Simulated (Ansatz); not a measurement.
# Ti: a line through a two-coordinate scan

Program: Ansatz 0.2.0. Level of theory: DFT LDA, scalar-relativistic, plane waves, PAW. These are calculated values, not measurements.

**1. The structure to begin with**

It takes space group Fm-3m (No. 225, cubic). The conventional cell has a = 4.001 Å, b = 4.001 Å, c = 4.001 Å, α = 90.00°, β = 90.00°, γ = 90.00°. Ti (site symmetry m-3m) has 12 Ti at 2.83 Å as nearest neighbours.

Structure file:

```cif
data_structure
_symmetry_space_group_name_H-M 'Fm-3m'
_symmetry_Int_Tables_number 225
_cell_length_a 4.0011
_cell_length_b 4.0011
_cell_length_c 4.0011
_cell_angle_alpha 90.000
_cell_angle_beta 90.000
_cell_angle_gamma 90.000
_cell_volume 64.05
loop_
_atom_site_label
_atom_site_type_symbol
_atom_site_symmetry_multiplicity
_atom_site_Wyckoff_symbol
_atom_site_fract_x
_atom_site_fract_y
_atom_site_fract_z
_atom_site_occupancy
Ti1 Ti 4 a 0.00000 0.00000 0.00000 1
```

This cell was relaxed beforehand with the same method: volume 16.01 Å³/atom, gap on the mesh none (metal).

**2. Plan of the line**

The energy is mapped over volume and a fixed ferromagnetic moment.

- volume per atom: 7 values from 13.13 to 18.89 Å³
- total spin moment of the cell, held fixed: 9 values from 0.000 to 1.000 μB

Nothing else is relaxed (shape and fractional coordinates fixed). Points are written as (first, second).

**3. The run at (13.13 Å³, 0.375 μB)**

input.yaml

```yaml
crystal:
  lattice:
    - [0.0, 1.8724558086, 1.8724558086]
    - [1.8724558086, 0.0, 1.8724558086]
    - [1.8724558086, 1.8724558086, 0.0]
  atoms:
    - { symbol: Ti, position: [0.0, 0.0, 0.0], spin: 0.375 }
basis:
  ecutwfc: 520.0
kpoints:
  mp_grid: { grid: [22, 22, 22] }
hamiltonian:
  xc: lda
scf:
  occupations: { method: gaussian, width: 0.15 }
  lower_state_search: "off"
output:
  forces: true
  stress: true
  eigenvalues: true
  populations: true
magnetization:
  spin_polarized: true
  initial_magnetization: 0.375
  spin_locking: { lock_magnetization: hard }
```

Run with:

```bash
$ ansatz run input.yaml --threads 1 --pin off --max-ram 2048MiB --backend cpu --events-out ev --progress --plain --runs-dir out
```

What time and memory should one allow on 1 thread of Intel Xeon 6975P-C (Granite Rapids), shared host?

About 6.7 s, with a peak of 0.43 GiB.
